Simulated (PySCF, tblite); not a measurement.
# C₆H₁₂OSi₂: geometry, infrared bands and NMR shifts

What infrared bands and NMR shifts should C₆H₁₂OSi₂ (`C=C[SiH](C=C)C(=C)O[SiH3]`) show?

Programs: tblite 0.8.0 and PySCF 2.14.0, with density-fitted response routines of our own. Each step states its level of theory. These are calculated values for one molecule in the gas phase, unless marked as measured. Atoms count from 0, in the outputs and in this text.

## Step 1: The molecule as given

21 atoms, charge 0, multiplicity 1; geometry from: force field or distance geometry start.

Bonds of the start (Å): C0–C1 1.32, C1–Si2 1.86, Si2–C3 1.86, C3–C4 1.34, Si2–C5 1.89, C5–C6 1.35, C5–O7 1.39, O7–Si8 1.67, C0–H9 1.09, C0–H10 1.09, C1–H11 1.09, Si2–H12 1.50, C3–H13 1.08, C4–H14 1.10, C4–H15 1.09, C6–H16 1.09, C6–H17 1.09, Si8–H18 1.47, Si8–H19 1.49, Si8–H20 1.49.

## Step 2: Geometry optimisation with GFN2-xTB

What the job is given:

```
{"job": {"kind": "relax", "xc": "GFN2-xTB", "basis": "xTB"}, "charge": 0, "multiplicity": 1}
C     -2.800000    -1.137200    -1.178100
C     -1.680300    -1.305600    -0.494000
Si    -0.809200    -0.055500     0.565400
C     -0.717700     1.580100    -0.325800
C     -0.854000     2.782700     0.244900
C      0.930100    -0.639700     0.999500
C      1.484600    -0.384300     2.199400
O      1.608500    -1.461400     0.103000
Si     2.561100    -0.799500    -1.098900
H     -3.234400    -1.949600    -1.755900
H     -3.350700    -0.192200    -1.188400
H     -1.179000    -2.276200    -0.500500
H     -1.589800     0.135100     1.830800
H     -0.525100     1.480600    -1.384600
H     -0.779300     3.689800    -0.369300
H     -1.046500     2.924400     1.310700
H      2.463100    -0.780400     2.463400
H      0.981100     0.200800     2.961900
H      3.181000    -1.879200    -1.889500
H      3.630900     0.043500    -0.493700
H      1.716900     0.040500    -2.000800
```

On the command line:

```
> OMP_NUM_THREADS=1 python probes_run.py task.json out
```

The driver reads the jobs from task.json and runs them one after another.

**Question.** This job is followed by: GFN2-xTB harmonic vibrations, gas phase; GIAO PBE0/pcSseg-1 NMR shielding, non-relativistic, gas phase. What will the session give for the following? strongest single infrared mode (GFN2-xTB); zero-point energy (GFN2-xTB); 13C shifts against TMS (PBE0/pcSseg-1, means over atoms taken as alike); 1H shifts against TMS (PBE0/pcSseg-1, means over atoms taken as alike); 29Si shifts against TMS (PBE0/pcSseg-1); 17O shifts against H2O (PBE0/pcSseg-1).

The runs gave:

| quantity | value |
| --- | --- |
| strongest single infrared mode (GFN2-xTB) | 825 cm⁻¹, 479 km/mol |
| zero-point energy (GFN2-xTB) | 94.8 kcal/mol |
| 13C shifts against TMS (PBE0/pcSseg-1, means over atoms taken as alike) | 171.0, 144.3, 141.4, 106.7 ppm |
| 1H shifts against TMS (PBE0/pcSseg-1, means over atoms taken as alike) | 6.58, 6.57, 6.19, 4.98, 4.96, 4.93, 4.77 ppm |
| 29Si shifts against TMS (PBE0/pcSseg-1) | -30.6, -46.1 ppm |
| 17O shifts against H2O (PBE0/pcSseg-1) | 104.6 ppm |

In words: The optimisation took 211 steps and gained 0.370 eV; among the close pairs (by a distance rule), O7–Si8 changed most, from 1.670 to 1.622 Å. All 57 modes are real, so the xTB geometry is a minimum. The strongest single mode, at 825 cm⁻¹, is carried by H19, H20, H18, Si8. Unscaled tight-binding wavenumbers are off by several per cent, some by more. Its intensities can rank the bands wrongly. H11, H13 (mean) (hydrogen on an alkene CH) lies farthest downfield among hydrogen, at 6.58 ppm; attached to an sp2 carbon and in the plane of the double bond.
